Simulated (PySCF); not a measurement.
# CoON: relaxation and vibrations of the quintet

The task is one start of a wider search on CoON: the quintet, from a bent start. It is relaxed, tested by its Hessian and followed downhill if it is a saddle.

Method: PBE0, basis Co def2-TZVP, O def2-TZVP, N def2-TZVP, no relativity, density fitting; program: PySCF 2.14.0.

## Step 1: Starting geometry

3 atoms, charge 0, spin multiplicity 5.

Bond lengths: Co1–O2 1.600 Å, Co1–N3 1.630 Å. Angles: O2–Co1–N3 110.0°.

Coordinates in bohr (charge 0 multiplicity 5):
```
Co    0.0000    0.0000    0.0000
O    -2.4767    0.0000    1.7342
N     2.5232    0.0000    1.7667
```

## Step 2: First SCF at the start

One driver script runs all steps and calls PySCF; scf.py shows how it sets up the SCF of each step. The optimiser is the driver's own. After this first run the driver tries any further starts and a stability analysis.

scf.py reads:

```python
from pyscf import gto, scf, dft
mol = gto.M(atom='''
Co     0.000000     0.000000     0.000000
O     -1.310600     0.000000     0.917700
N      1.335200     0.000000     0.934900''',
    basis={'Co': 'def2-TZVP', 'O': 'def2-TZVP', 'N': 'def2-TZVP'},
    charge=0, spin=4)
mf = dft.UKS(mol, xc='PBE0')
mf.grids.atom_grid = (50, 194)
aux = {'Co': 'def2-universal-JKFIT', 'O': 'def2-universal-JKFIT', 'N': 'def2-universal-JKFIT'}
mf = mf.density_fit(auxbasis=aux)
mf.conv_tol = 1e-08
mf.diis_space = 10
mf.max_cycle = 60
mf.init_guess = 'minao'
mf.verbose = 4
mf.kernel()
```

Command:

```bash
$ OMP_NUM_THREADS=4 python axn.py task.json out
```

After this run come: Relaxation: bent start, quintet; Is it a minimum? Harmonic modes.

What does the calculation give? Wanted: minimum; geometry; wavenumbers; dipole moment; highest occupied, lowest empty level; polar-tensor charge of Co1; zero-point energy; atomisation energy; ⟨S²⟩.

**Answer**, as computed:

```
                                          quantity                                      value
                                           minimum                                quintet, Cs
                                          geometry  Co–N 1.611 Å, Co–O 1.658 Å; N–Co–O 118.5°
                                wavenumbers (cm⁻¹)               219 (a'), 595 (a'), 788 (a')
                                     dipole moment                                     3.30 D
highest occupied, lowest empty level (either spin)                            -7.68, -4.26 eV
                        polar-tensor charge of Co1                                    +0.51 e
                                 zero-point energy                                 9.6 kJ/mol
                               entropy at 298.15 K                            283.5 J/(mol K)
         atomisation energy (no zero-point energy)                                 512 kJ/mol
                                              ⟨S²⟩                                      6.074
```

**Reading.** The molecule stays Cs, as typed, and the end point is a minimum. The strongest infrared band lies at 788 cm⁻¹ (a', stretch). Most of the spin sits on Co1 (Mulliken spin 2.07, against 4 for the whole molecule). The first SCF alone would have been 6 kJ/mol too high. Only this shape and spin were tried, so other structures or states may lie lower. Open d and f shells are described by one determinant, and the ground state may have another occupation or spin.
